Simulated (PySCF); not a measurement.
# C2H8GeOSi2: the cost of one run

Computed with PySCF 2.14.0 and routines of our own; the level stands in each step. Atoms count from 0.

### Step 1. The system as given

14 atoms, charge 0, multiplicity 1; geometry from: GFN2-xTB.

### Step 2. Magnetic properties: GIAO B97-2/pcSseg-1

Job settings and geometry (Å):

```
{"job": {"kind": "mag", "xc": "B97-2", "basis": "pcSseg-1", "isotopologues": 2}, "charge": 0, "multiplicity": 1}
C     -1.788453     2.418234     0.772863
C     -1.221889     1.620311     0.073145
Si    -0.326857     0.354032    -0.956355
Si    -1.254514    -1.739531    -0.659861
O      1.250591     0.355729    -0.502157
Ge     2.362637    -0.011671     0.762405
H     -2.284495     3.123617     1.377294
H     -0.208343     0.907610    -2.312459
H     -0.297237    -2.838410    -0.853742
H     -2.341087    -1.947010    -1.622234
H     -1.826897    -1.938209     0.678551
H      3.651323     0.577812     0.285139
H      1.862217     0.624304     2.024833
H      2.422327    -1.507291     0.885521
```

With the program's defaults for keys left out, this is: GIAO B97-2/pcSseg-1 magnetisability, rotational g tensor and spin-rotation constants, non-relativistic, gas phase.

On the command line:

```sh
OMP_NUM_THREADS=1 python excited_run.py task.json out
```

This one command runs all jobs of the session in turn.

Q: Estimate the wall time and peak memory of this first job on 1 thread of Arm Neoverse V2, shared host.

About 25 s, with a peak of 0.82 GiB.
